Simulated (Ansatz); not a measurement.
# AlClH3OSb: the cost of one run

Method: RHF/def2-SVP, in Ansatz 0.2.0.

1 further run of the same task is left out (it didn't finish).

### 1 Starting point

Bond lengths: O1–Al2 1.785 Å, Al2–Sb3 2.631 Å, Sb3–Cl4 2.358 Å, O1–H5 1.023 Å, Al2–H6 1.611 Å, Sb3–H7 1.811 Å. Angles: O1–Al2–Sb3 118.3°, O1–Al2–H6 120.7°, Sb3–Al2–H6 121.0°, Al2–O1–H5 106.4°, Al2–Sb3–Cl4 92.3°, Al2–Sb3–H7 91.4°, Cl4–Sb3–H7 91.5°.

As a file:

```xyz
7

O    -1.0459    1.2604   -0.9868
Al   -0.0406    0.8432    0.4275
Sb    0.5525   -1.6882    0.8318
Cl   -0.1418   -2.2976   -1.3382
H    -2.0165    1.2506   -0.6639
H     0.5012    1.9916    1.4191
H     2.2522   -1.4280    0.2648
```

### 2 Relaxing end A

The input, input.yaml:

```yaml
crystal:
  periodic: [false, false, false]
  atoms:
    - { symbol: O, position_ang: [-1.0459, 1.2604, -0.9868] }
    - { symbol: Al, position_ang: [-0.0406, 0.8432, 0.4275] }
    - { symbol: Sb, position_ang: [0.5525, -1.6882, 0.8318] }
    - { symbol: Cl, position_ang: [-0.1418, -2.2976, -1.3382] }
    - { symbol: H, position_ang: [-2.0165, 1.2506, -0.6639] }
    - { symbol: H, position_ang: [0.5012, 1.9916, 1.4191] }
    - { symbol: H, position_ang: [2.2522, -1.428, 0.2648] }
basis:
  gaussian: { orbitals: def2-SVP }
hamiltonian:
  xc: hf
relax:
  f_tol: 0.02
  max_steps: 50
```

On the command line:

```
> ansatz run input.yaml --threads 1 --pin off --max-ram 2048MiB --backend cpu --events-out ev --progress --plain --runs-dir out
```

**Question.** How long does this run take on 1 thread of Intel Xeon at 2.70GHz, shared host, and how much memory does it need?

About 90 s, with a peak of 0.2 GiB.
